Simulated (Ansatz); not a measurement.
I need a supercell folding check of MgS, space group P6_3mc. Use the Python package of Ansatz (0.2.0). Level of theory (first run): r2SCAN, PAW, cutoff 571 eV, 4×4×2 k-points, fixed occupations.

`mgs.xyz`
```text
4
Lattice="4.03462241 0.0 0.0 -2.0173112 3.4940855 0.0 0.0 0.0 6.43229418" Properties=species:S:1:pos:R:3 pbc="T T T"
Mg    2.01731122    1.16469515    3.18884104
Mg   -0.00000002    2.32939034    6.40498813
S    -0.00000002    2.32939034    2.43940994
S     2.01731122    1.16469515    5.65555703
```

`mgs.py`
```python
"""A supercell of MgS must give the energy of the small cell."""

import ansatz
import pandas as pd


def main() -> None:
    mgs = ansatz.Crystal.from_extxyz("mgs.xyz")

    # the mesh shrinks as the cell grows, so that all cells sample the same points
    mesh = (4, 4, 2)
    rows = []
    for repeats in [(1, 1, 1), (1, 1, 2)]:
        model = (
            mgs.supercell(*repeats).calculation()
            .functional("r2scan")
            .basis(21 * ansatz.Ha)
            .occupations("fixed")
            .kpoints(*(k // n for k, n in zip(mesh, repeats)))
        )
        summary = model.run(threads=1).report
        n = len(summary["lattice"]["sites"])
        rows.append((repeats, n, summary["free_energy_ev"] / n, summary["fermi_energy_ev"], summary["n_kpoints"], summary["n_symmetry_ops"]))
    print(pd.DataFrame(rows, columns=["repeats", "atoms", "F/atom eV", "Fermi level eV", "k-points", "symmetry operations"]).round(4).to_string(index=False))


if __name__ == "__main__":
    main()
```

```console
$ python mgs.py
  repeats  atoms  F/atom eV  Fermi level eV  k-points  symmetry operations
(1, 1, 1)      4 -1417.7632          2.9834         8                   12
(1, 1, 2)      8 -1417.7632          2.9834         4                   24
```

Absolute energies stand on the zero of these potentials, so only differences at equal settings mean something. Under fixed occupations the level called the Fermi level is the highest filled one on the SCF mesh; off the mesh a filled band can lie a little above it. The k-point mesh is coarse, and energy and stress weren't tested for convergence. This cell is a computed structure, which may not be the phase found in nature. The count of operations in a supercell holds its pure translations too, and an uneven repeat can lower the point group. It ran for 8.5 s on 1 thread of Arm Neoverse V2, on a shared host, peak memory 0.76 GiB.

(Lines on the test bed's own set-up are left out of the output.)
